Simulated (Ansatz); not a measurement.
# Si2H4O + H2S: a complex and its separated parts, part 2 of 3

Ansatz 0.2.0, Gaussian basis. Earlier steps stand in the parts before.

## Step 4: SPW92/def2-TZVPP

Input file parta/in.yaml:

```yaml
crystal:
  periodic: [false, false, false]
  atoms:
    - {symbol: Si, position_ang: [-0.190270, 1.072927, 0.299090]}
    - {symbol: O, position_ang: [-0.803737, 1.503086, -1.025156]}
    - {symbol: H, position_ang: [0.721947, 1.967444, 1.077584]}
    - {symbol: Si, position_ang: [-0.578792, -1.018895, 1.295707]}
    - {symbol: H, position_ang: [0.730443, -1.704055, 1.465187]}
    - {symbol: H, position_ang: [-1.487745, -1.822323, 0.445796]}
    - {symbol: H, position_ang: [-1.174804, -0.790541, 2.639198]}
basis:
  gaussian: {orbitals: def2-TZVPP}
hamiltonian: {xc: lda}
```

Input file partb/in.yaml:

```yaml
crystal:
  periodic: [false, false, false]
  atoms:
    - {symbol: S, position_ang: [1.316500, 0.015976, -1.652304]}
    - {symbol: H, position_ang: [0.210176, -0.425366, -2.268956]}
    - {symbol: H, position_ang: [1.256283, 1.201743, -2.276248]}
basis:
  gaussian: {orbitals: def2-TZVPP}
hamiltonian: {xc: lda}
```

Each run has its own folder and the same command.

Command:

```sh
ansatz run in.yaml --threads 4 --pin off --events-out ev --progress --plain --max-ram 9574MiB
```

Output in parta, cut to the lines that bear on the results:

```text
Functional definition: SPW92
  name "SPW92"
  cite "Dirac, Proc. Camb. Phil. Soc. 26, 376 (1930) doi:10.1017/S0305004100016108"
  cite "Slater, Phys. Rev. 81, 385 (1951) doi:10.1103/PhysRev.81.385"
  cite "Perdew & Wang, Phys. Rev. B 45, 13244 (1992) doi:10.1103/PhysRevB.45.13244"
[...]
963 factors; their error is unknown
[...]
mean field -17789.86227609 eV, -653.7653802446 hartree, gradient 2.2e-5 eV, S^2 0.000000; 0 other end points of the search recorded, 0 dependent functions left out
reference -17789.86231588 eV, -653.7653817070 hartree; 20, 20 occupied and 151, 151 virtual orbitals, 963 factors
Total energy: -17789.86231588 eV, -653.7653817070 hartree
```

Output in partb, cut to the lines that bear on the results:

```text
[... 5 set-up lines as earlier in the session ...]
[...]
402 factors; their error is unknown
[...]
mean field -10830.30341938 eV, -398.0063096191 hartree, gradient 2.1e-5 eV, S^2 0.000000; 0 other end points of the search recorded, 0 dependent functions left out
reference -10830.30344023 eV, -398.0063103850 hartree; 9, 9 occupied and 61, 61 virtual orbitals, 402 factors
Total energy: -10830.30344023 eV, -398.0063103850 hartree
```

They took 0.6 s (parta), 0.15 s (partb) on 4 threads of Arm Neoverse V1, shared host.

## Step 5: PBE-D4/def2-TZVPP

Each input of step 4 (parta, partb) changes in the same lines:

```diff
-hamiltonian: {xc: lda}
+hamiltonian: {xc: pbe, dispersion: d4}
```

One command serves all of them, each in its own folder.

Command:

```sh
ansatz run in.yaml --threads 4 --pin off --events-out ev --progress --plain --max-ram 9574MiB
```

Output in parta, cut to the lines that bear on the results:

```text
Functional definition: PBE
  name "PBE"
[... 2 set-up lines as earlier in the session ...]
[...]
963 factors; their error is unknown
[...]
mean field -17858.05592148 eV, -656.2714504893 hartree, gradient 5.6e-5 eV, S^2 0.000000; 0 other end points of the search recorded, 0 dependent functions left out
reference -17858.05596390 eV, -656.2714520481 hartree; 20, 20 occupied and 151, 151 virtual orbitals, 963 factors
Total energy: -17858.19118702 eV, -656.2764214062 hartree
```

Log of partb, cut to the lines that bear on the results:

```text
[... 4 set-up lines as earlier in the session ...]
[...]
402 factors; their error is unknown
[...]
mean field -10863.54266041 eV, -399.2278291965 hartree, gradient 3.7e-5 eV, S^2 0.000000; 0 other end points of the search recorded, 0 dependent functions left out
reference -10863.54268267 eV, -399.2278300143 hartree; 9, 9 occupied and 61, 61 virtual orbitals, 402 factors
Total energy: -10863.55771958 eV, -399.2283826108 hartree
```

Times: 0.85 s (parta), 0.2 s (partb) on 4 threads of Arm Neoverse V1, shared host.

## Step 6: BLYP-D4/def2-TZVPP

The same edit goes into each in.yaml of step 5 (parta, partb):

```diff
-hamiltonian: {xc: pbe, dispersion: d4}
+hamiltonian: {xc: {name: BLYP}, dispersion: d4}
```

The same command starts each run, in its folder.

Command:

```sh
ansatz run in.yaml --threads 4 --pin off --events-out ev --progress --plain --max-ram 9574MiB
```

parta printed, cut to the lines that bear on the results:

```text
Functional definition: BLYP
  name "BLYP"
  cite "Becke, Phys. Rev. A 38, 3098 (1988) doi:10.1103/PhysRevA.38.3098"
  cite "Lee, Yang & Parr, Phys. Rev. B 37, 785 (1988) doi:10.1103/PhysRevB.37.785"
[...]
963 factors; their error is unknown
[...]
mean field -17868.11646740 eV, -656.6411687326 hartree, gradient 3.9e-5 eV, S^2 0.000000; 0 other end points of the search recorded, 0 dependent functions left out
reference -17868.11681772 eV, -656.6411816067 hartree; 20, 20 occupied and 151, 151 virtual orbitals, 963 factors
Total energy: -17868.41100135 eV, -656.6519926556 hartree
```

partb printed, cut to the lines that bear on the results:

```text
[... 4 set-up lines as earlier in the session ...]
[...]
402 factors; their error is unknown
[...]
mean field -10868.21001986 eV, -399.3993514925 hartree, gradient 2.4e-5 eV, S^2 0.000000; 0 other end points of the search recorded, 0 dependent functions left out
reference -10868.21023372 eV, -399.3993593516 hartree; 9, 9 occupied and 61, 61 virtual orbitals, 402 factors
Total energy: -10868.24592619 eV, -399.4006710258 hartree
```

They took 0.9 s (parta), 0.2 s (partb) on 4 threads of Arm Neoverse V1, shared host.

## Step 7: r2SCAN-D4/def2-TZVPP

Each input of step 6 (parta, partb) changes in the same lines:

```diff
-hamiltonian: {xc: {name: BLYP}, dispersion: d4}
+hamiltonian: {xc: r2scan, dispersion: d4}
```

Each run has its own folder and the same command.

Command:

```sh
ansatz run in.yaml --threads 4 --pin off --events-out ev --progress --plain --max-ram 9574MiB
```

Log of parta, cut to the lines that bear on the results:

```text
Functional definition: r2SCAN
  name "r2SCAN"
  cite "Furness, Kaplan, Ning, Perdew & Sun, J. Phys. Chem. Lett. 11, 8208 (2020) doi:10.1021/acs.jpclett.0c02405"
  cite "Furness, Kaplan, Ning, Perdew & Sun, J. Phys. Chem. Lett. 11, 9248 (2020) doi:10.1021/acs.jpclett.0c03077"
  parent r2scan
[...]
963 factors; their error is unknown
[...]
mean field -17865.93045665 eV, -656.5608343193 hartree, gradient 5.0e-5 eV, S^2 0.000000; 0 other end points of the search recorded, 0 dependent functions left out
reference -17865.93046940 eV, -656.5608347879 hartree; 20, 20 occupied and 151, 151 virtual orbitals, 963 factors
Total energy: -17865.96142840 eV, -656.5619725103 hartree
```

Output in partb, cut to the lines that bear on the results:

```text
[... 5 set-up lines as earlier in the session ...]
[...]
402 factors; their error is unknown
[...]
mean field -10867.52471767 eV, -399.3741671017 hartree, gradient 2.3e-5 eV, S^2 0.000000; 0 other end points of the search recorded, 0 dependent functions left out
reference -10867.52472437 eV, -399.3741673477 hartree; 9, 9 occupied and 61, 61 virtual orbitals, 402 factors
Total energy: -10867.52807266 eV, -399.3742903952 hartree
```

They took 1.9 s (parta), 0.55 s (partb) on 4 threads of Arm Neoverse V1, shared host.

## Step 8: B97M-V/def2-TZVPP

The same edit goes into each in.yaml of step 7 (parta, partb):

```diff
-hamiltonian: {xc: r2scan, dispersion: d4}
+hamiltonian: {xc: {name: B97M-V}}
```

Each run has its own folder and the same command.

Command:

```sh
ansatz run in.yaml --threads 4 --pin off --events-out ev --progress --plain --max-ram 9574MiB
```

parta printed, cut to the lines that bear on the results:

```text
Functional definition: B97M-V
  name "B97M-V"
  cite "Mardirossian & Head-Gordon, J. Chem. Phys. 142, 074111 (2015) doi:10.1063/1.4907719"
  cite "Becke, J. Chem. Phys. 107, 8554 (1997) doi:10.1063/1.475007"
  cite "Vydrov & Van Voorhis, J. Chem. Phys. 133, 244103 (2010) doi:10.1063/1.3521275"
  # Of w^i u^j: cxij and so on, Table III.
[...]
  gx(w, u) = cx00 + cx01*u + cx02*u^2 + (cx10 + cx11*u)*w
[...]
  gos(w, u) = cos00 + cos01*u + cos03*u^3 + cos10*w + cos32*w^3*u^2
[...]
      + integral(e_c_pw_mod_opposite_spin*gos(b97_w_opposite, b97_u_opposite)) + vv10(b, c)
963 factors; their error is unknown
[...]
mean field -17863.75935170 eV, -656.4810476840 hartree, gradient 4.4e-5 eV, S^2 0.000000; 0 other end points of the search recorded, 0 dependent functions left out
reference -17863.75941449 eV, -656.4810499916 hartree; 20, 20 occupied and 151, 151 virtual orbitals, 963 factors
Total energy: -17863.75941449 eV, -656.4810499916 hartree
```

partb printed, cut to the lines that bear on the results:

```text
[... 5 set-up lines as earlier in the session ...]
  # Of w^i u^j: cxij and so on, Table III.
[...]
  gx(w, u) = cx00 + cx01*u + cx02*u^2 + (cx10 + cx11*u)*w
[...]
  gos(w, u) = cos00 + cos01*u + cos03*u^3 + cos10*w + cos32*w^3*u^2
[...]
      + integral(e_c_pw_mod_opposite_spin*gos(b97_w_opposite, b97_u_opposite)) + vv10(b, c)
402 factors; their error is unknown
[...]
mean field -10865.55704316 eV, -399.3018563972 hartree, gradient 2.9e-5 eV, S^2 0.000000; 0 other end points of the search recorded, 0 dependent functions left out
reference -10865.55707781 eV, -399.3018576706 hartree; 9, 9 occupied and 61, 61 virtual orbitals, 402 factors
Total energy: -10865.55707781 eV, -399.3018576706 hartree
```

Wall times: 3.8 s (parta), 0.7 s (partb) on 4 threads of Arm Neoverse V1, shared host.

## Step 9: PBE0-D4/def2-TZVPP

The same edit goes into each in.yaml of step 8 (parta, partb):

```diff
-hamiltonian: {xc: {name: B97M-V}}
+hamiltonian: {xc: pbe0, dispersion: d4}
+output: {orbitals: {seedname: orbitals}}
```

Each run has its own folder and the same command.

Command:

```sh
ansatz run in.yaml --threads 4 --pin off --events-out ev --progress --plain --max-ram 9574MiB
```

Log of parta, cut to the lines that bear on the results:

```text
[... 5 set-up lines as earlier in the session ...]
[...]
969 factors; their error is unknown
[...]
mean field -17859.42797183 eV, -656.3218724095 hartree, gradient 5.4e-5 eV, S^2 0.000000; 0 other end points of the search recorded, 0 dependent functions left out
reference -17859.42800364 eV, -656.3218735787 hartree; 20, 20 occupied and 151, 151 virtual orbitals, 969 factors
Total energy: -17859.54243194 eV, -656.3260787413 hartree
```

Output in partb, cut to the lines that bear on the results:

```text
[... 5 set-up lines as earlier in the session ...]
[...]
433 factors; their error is unknown
[...]
mean field -10864.48423722 eV, -399.2624315060 hartree, gradient 5.7e-6 eV, S^2 0.000000; 0 other end points of the search recorded, 0 dependent functions left out
reference -10864.48425384 eV, -399.2624321168 hartree; 9, 9 occupied and 61, 61 virtual orbitals, 433 factors
Total energy: -10864.49643345 eV, -399.2628797091 hartree
```

Wall times: 1.2 s (parta), 0.25 s (partb) on 4 threads of Arm Neoverse V1, shared host.

## Step 10: B3LYP-D4/def2-TZVPP

The same edit goes into each in.yaml of step 9 (parta, partb):

```diff
-hamiltonian: {xc: pbe0, dispersion: d4}
-output: {orbitals: {seedname: orbitals}}
+hamiltonian: {xc: {name: B3LYP}, dispersion: d4}
```

Each run has its own folder and the same command.

Command:

```sh
ansatz run in.yaml --threads 4 --pin off --events-out ev --progress --plain --max-ram 9574MiB
```

Log of parta, cut to the lines that bear on the results:

```text
Functional definition: B3LYP
  name "B3LYP"
  cite "Stephens, Devlin, Chabalowski & Frisch, J. Phys. Chem. 98, 11623 (1994) doi:10.1021/j100096a001"
[... 2 set-up lines as earlier in the session ...]
  cite "Vosko, Wilk & Nusair, Can. J. Phys. 58, 1200 (1980) doi:10.1139/p80-159"
[...]
969 factors; their error is unknown
[...]
mean field -17869.72711261 eV, -656.7003588522 hartree, gradient 6.9e-5 eV, S^2 0.000000; 0 other end points of the search recorded, 0 dependent functions left out
reference -17869.72737402 eV, -656.7003684589 hartree; 20, 20 occupied and 151, 151 virtual orbitals, 969 factors
Total energy: -17869.94831037 eV, -656.7084877200 hartree
```

partb printed, cut to the lines that bear on the results:

```text
[... 6 set-up lines as earlier in the session ...]
[...]
414 factors; their error is unknown
[...]
mean field -10868.95564993 eV, -399.4267528921 hartree, gradient 4.7e-6 eV, S^2 0.000000; 0 other end points of the search recorded, 0 dependent functions left out
reference -10868.95580765 eV, -399.4267586882 hartree; 9, 9 occupied and 61, 61 virtual orbitals, 414 factors
Total energy: -10868.98024307 eV, -399.4276566734 hartree
```

Wall times: 1.2 s (parta), 0.25 s (partb) on 4 threads of Arm Neoverse V1, shared host.

## Step 11: r2SCAN0-D4/def2-TZVPP

The same edit goes into each in.yaml of step 10 (parta, partb):

```diff
-hamiltonian: {xc: {name: B3LYP}, dispersion: d4}
+hamiltonian: {xc: {name: r2SCAN0}, dispersion: d4}
```

Each run has its own folder and the same command.

Command:

```sh
ansatz run in.yaml --threads 4 --pin off --events-out ev --progress --plain --max-ram 9574MiB
```

Log of parta, cut to the lines that bear on the results:

```text
Functional definition: r2SCAN0
  name "r2SCAN0"
  cite "Bursch, Neugebauer, Ehlert & Grimme, J. Chem. Phys. 156, 134105 (2022) doi:10.1063/5.0086040"
[... 3 set-up lines as earlier in the session ...]
[...]
969 factors; their error is unknown
[...]
mean field -17865.25755374 eV, -656.5361055935 hartree, gradient 1.7e-5 eV, S^2 0.000000; 0 other end points of the search recorded, 0 dependent functions left out
reference -17865.25756391 eV, -656.5361059671 hartree; 20, 20 occupied and 151, 151 virtual orbitals, 969 factors
Total energy: -17865.29497793 eV, -656.5374809070 hartree
```

Log of partb, cut to the lines that bear on the results:

```text
[... 6 set-up lines as earlier in the session ...]
[...]
433 factors; their error is unknown
[...]
mean field -10867.41048243 eV, -399.3699690338 hartree, gradient 1.6e-5 eV, S^2 0.000000; 0 other end points of the search recorded, 0 dependent functions left out
reference -10867.41048777 eV, -399.3699692301 hartree; 9, 9 occupied and 61, 61 virtual orbitals, 433 factors
Total energy: -10867.41434584 eV, -399.3701110117 hartree
```

Times: 2.3 s (parta), 0.55 s (partb) on 4 threads of Arm Neoverse V1, shared host.

## Step 12: BHLYP-D4/def2-TZVPP

Each input of step 11 (parta, partb) changes in the same lines:

```diff
-hamiltonian: {xc: {name: r2SCAN0}, dispersion: d4}
+hamiltonian: {xc: {name: BHLYP}, dispersion: d4}
```

One command serves all of them, each in its own folder.

Command:

```sh
ansatz run in.yaml --threads 4 --pin off --events-out ev --progress --plain --max-ram 9574MiB
```

Output in parta, cut to the lines that bear on the results:

```text
Functional definition: BHLYP
  name "BHLYP"
  cite "Becke, J. Chem. Phys. 98, 1372 (1993) doi:10.1063/1.464304"
[... 2 set-up lines as earlier in the session ...]
[...]
1033 factors; their error is unknown
[...]
mean field -17867.31789708 eV, -656.6118218145 hartree, gradient 1.1e-5 eV, S^2 0.000000; 0 other end points of the search recorded, 0 dependent functions left out
reference -17867.31807394 eV, -656.6118283142 hartree; 20, 20 occupied and 151, 151 virtual orbitals, 1033 factors
Total energy: -17867.50284425 eV, -656.6186184980 hartree
```

Output in partb, cut to the lines that bear on the results:

```text
[... 5 set-up lines as earlier in the session ...]
[...]
453 factors; their error is unknown
[...]
mean field -10868.25164569 eV, -399.4008812134 hartree, gradient 1.3e-5 eV, S^2 0.000000; 0 other end points of the search recorded, 0 dependent functions left out
reference -10868.25175239 eV, -399.4008851346 hartree; 9, 9 occupied and 61, 61 virtual orbitals, 453 factors
Total energy: -10868.26807965 eV, -399.4014851503 hartree
```

They took 1.4 s (parta), 0.25 s (partb) on 4 threads of Arm Neoverse V1, shared host.

## Step 13: CAM-B3LYP-D4/def2-TZVPP

The same edit goes into each in.yaml of step 12 (parta, partb):

```diff
-hamiltonian: {xc: {name: BHLYP}, dispersion: d4}
+hamiltonian: {xc: {name: CAM-B3LYP}, dispersion: d4}
```

The same command starts each run, in its folder.

Command:

```sh
ansatz run in.yaml --threads 4 --pin off --events-out ev --progress --plain --max-ram 9574MiB
```

Output in parta, cut to the lines that bear on the results:

```text
Functional definition: CAM-B3LYP
  name "CAM-B3LYP"
  cite "Yanai, Tew & Handy, Chem. Phys. Lett. 393, 51 (2004) doi:10.1016/j.cplett.2004.06.011"
  cite "Iikura, Tsuneda, Yanai & Hirao, J. Chem. Phys. 115, 3540 (2001) doi:10.1063/1.1383587"
[... 2 set-up lines as earlier in the session ...]
[...]
  # Exact exchange under (alpha + beta erf(omega r))/r, Becke's under what is left of 1/r.
[...]
969 factors; their error is unknown
240 factors; integrals over basis functions are off by at most 1.7e-5 eV
[...]
mean field -17868.05034142 eV, -656.6387386475 hartree, gradient 8.0e-6 eV, S^2 0.000000; 0 other end points of the search recorded, 0 dependent functions left out
reference -17868.05046843 eV, -656.6387433151 hartree; 20, 20 occupied and 151, 151 virtual orbitals, 969 factors
Total energy: -17868.16808613 eV, -656.6430656858 hartree
```

Log of partb, cut to the lines that bear on the results:

```text
[... 6 set-up lines as earlier in the session ...]
[...]
  # Exact exchange under (alpha + beta erf(omega r))/r, Becke's under what is left of 1/r.
[...]
414 factors; their error is unknown
87 factors; integrals over basis functions are off by at most 9.9e-5 eV
[...]
mean field -10868.61809383 eV, -399.4143479343 hartree, gradient 1.9e-5 eV, S^2 0.000000; 0 other end points of the search recorded, 0 dependent functions left out
reference -10868.61817091 eV, -399.4143507670 hartree; 9, 9 occupied and 61, 61 virtual orbitals, 414 factors
Total energy: -10868.63012626 eV, -399.4147901181 hartree
```

They took 1.4 s (parta), 0.3 s (partb) on 4 threads of Arm Neoverse V1, shared host.

## Step 14: wB97X-V/def2-TZVPP

Each input of step 13 (parta, partb) changes in the same lines:

```diff
-hamiltonian: {xc: {name: CAM-B3LYP}, dispersion: d4}
+hamiltonian: {xc: {name: wB97X-V}}
```

The same command starts each run, in its folder.

Command:

```sh
ansatz run in.yaml --threads 4 --pin off --events-out ev --progress --plain --max-ram 9574MiB
```

Output in parta, cut to the lines that bear on the results:

```text
Functional definition: wB97X-V
  name "wB97X-V"
  cite "Mardirossian & Head-Gordon, Phys. Chem. Chem. Phys. 16, 9904 (2014) doi:10.1039/C3CP54374A"
[... 2 set-up lines as earlier in the session ...]
[...]
      + integral(e_c_pw_opposite_spin*poly(b97_u_opposite, cos0, cos1)) + vv10(b, c)
969 factors; their error is unknown
215 factors; integrals over basis functions are off by at most 1.3e-5 eV
[...]
mean field -17865.12474829 eV, -656.5312250833 hartree, gradient 4.1e-5 eV, S^2 0.000000; 0 other end points of the search recorded, 0 dependent functions left out
reference -17865.12474620 eV, -656.5312250063 hartree; 20, 20 occupied and 151, 151 virtual orbitals, 969 factors
Total energy: -17865.12474620 eV, -656.5312250063 hartree
```

partb printed, cut to the lines that bear on the results:

```text
[... 5 set-up lines as earlier in the session ...]
[...]
      + integral(e_c_pw_opposite_spin*poly(b97_u_opposite, cos0, cos1)) + vv10(b, c)
409 factors; their error is unknown
87 factors; integrals over basis functions are off by at most 4.4e-5 eV
[...]
mean field -10866.66389640 eV, -399.3425325034 hartree, gradient 7.8e-5 eV, S^2 0.000000; 0 other end points of the search recorded, 0 dependent functions left out
reference -10866.66389524 eV, -399.3425324606 hartree; 9, 9 occupied and 61, 61 virtual orbitals, 409 factors
Total energy: -10866.66389524 eV, -399.3425324606 hartree
```

Times: 3.3 s (parta), 0.55 s (partb) on 4 threads of Arm Neoverse V1, shared host.

## Step 15: wB97M-V/def2-TZVPP

Each input of step 14 (parta, partb) changes in the same lines:

```diff
-hamiltonian: {xc: {name: wB97X-V}}
+hamiltonian: {xc: {name: wB97M-V}}
```

One command serves all of them, each in its own folder.

Command:

```sh
ansatz run in.yaml --threads 4 --pin off --events-out ev --progress --plain --max-ram 9574MiB
```

Output in parta, cut to the lines that bear on the results:

```text
Functional definition: wB97M-V
  name "wB97M-V"
  cite "Mardirossian & Head-Gordon, J. Chem. Phys. 144, 214110 (2016) doi:10.1063/1.4952647"
[... 2 set-up lines as earlier in the session ...]
  # Of w^i u^j: cxij and so on, Table III.
[...]
  gx(w, u) = 1 - cx + cx01*u + cx10*w
[...]
      + integral(e_c_pw_mod_opposite_spin*gos(b97_w_opposite, b97_u_opposite)) + vv10(b, c)
969 factors; their error is unknown
215 factors; integrals over basis functions are off by at most 1.3e-5 eV
[...]
mean field -17866.39836590 eV, -656.5780296672 hartree, gradient 3.2e-5 eV, S^2 0.000000; 0 other end points of the search recorded, 0 dependent functions left out
reference -17866.39841679 eV, -656.5780315371 hartree; 20, 20 occupied and 151, 151 virtual orbitals, 969 factors
Total energy: -17866.39841679 eV, -656.5780315371 hartree
```

Output in partb, cut to the lines that bear on the results:

```text
[... 5 set-up lines as earlier in the session ...]
  # Of w^i u^j: cxij and so on, Table III.
[...]
  gx(w, u) = 1 - cx + cx01*u + cx10*w
[...]
      + integral(e_c_pw_mod_opposite_spin*gos(b97_w_opposite, b97_u_opposite)) + vv10(b, c)
409 factors; their error is unknown
87 factors; integrals over basis functions are off by at most 4.4e-5 eV
[...]
mean field -10867.51058788 eV, -399.3736478415 hartree, gradient 7.8e-6 eV, S^2 0.000000; 0 other end points of the search recorded, 0 dependent functions left out
reference -10867.51061606 eV, -399.3736488768 hartree; 9, 9 occupied and 61, 61 virtual orbitals, 409 factors
Total energy: -10867.51061606 eV, -399.3736488768 hartree
```

Times: 4 s (parta), 0.7 s (partb) on 4 threads of Arm Neoverse V1, shared host.

(Part 2 of 3 ends here.)
